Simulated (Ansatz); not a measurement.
# Zn3P in Ansatz: convergence with smearing width

Input of the first run (smearing width 0.3 eV); the others differ in this setting and in those tied to it:

File input.yaml:

```yaml
crystal:
  lattice:
    - [3.975518, 0.0, 0.0]
    - [0.0, 3.975518, 0.0]
    - [0.0, 0.0, 3.975518]
  atoms:
    - { symbol: Zn, position: [0.5, 0.5, 0.0] }
    - { symbol: Zn, position: [0.5, 0.0, 0.5] }
    - { symbol: Zn, position: [0.0, 0.5, 0.5] }
    - { symbol: P, position: [0.0, 0.0, 0.0] }
hamiltonian:
  xc: r2scan
  pseudopotentials: { kind: paw, level: accurate }
kpoints:
  mp_grid: { grid: [6, 6, 6] }
scf:
  occupations: { method: fermi_dirac, width: 0.3 }
output:
  forces: true
  stress: true
  eigenvalues: true
```

Potentials or basis: Ansatz PAW earlier set.

Run with:

```sh
$ ansatz run input.yaml --threads 2 --pin off --max-ram 5632MiB --backend cpu --events-out ev --progress --plain --runs-dir out
```

The cell comes from a database or a generator and needn't be the stable form of this composition.

Hardware: 2 threads of Arm Neoverse V2, on a shared host.

| smearing width | energy less the tightest run, at zero smearing (meV/atom) | pressure (GPa) | SCF cycles | CPU time (s) | peak memory (GiB) |
| --- | --- | --- | --- | --- | --- |
| 0.3 eV | 0.54 | -3.54 | 9 | 14 | 0.69 |
| 0.2 eV | -0.79 | -3.79 | 9 | 14 | 0.69 |
| 0.15 eV | -1.16 | -3.89 | 9 | 15 | 0.68 |
| 0.1 eV | -1.06 | -3.98 | 9 | 14 | 0.69 |
| 0.05 eV | -0.59 | -4.01 | 9 | 14 | 0.68 |
| 0.025 eV | -0.28 | -3.96 | 9 | 14 | 0.69 |
| 0.01 eV | -0.08 | -3.94 | 9 | 14 | 0.69 |
| 0.005 eV | 0.00 | -3.94 | 9 | 14 | 0.68 |

Against the tightest run, the energy stays within 1 meV/atom from 0.05 eV on; the pressure stays within 0.1 GPa from 0.15 eV on. Narrower smearing needs a denser k mesh, so at a fixed mesh the narrowest width isn't the most accurate. The tightest run that finished is the yardstick and may itself not be fully converged.

Caveat, for the tightest run too: the PAW data sets come from PBE, with cores solved anew for the run's functional, which leaves a small shift of forces and pressure.
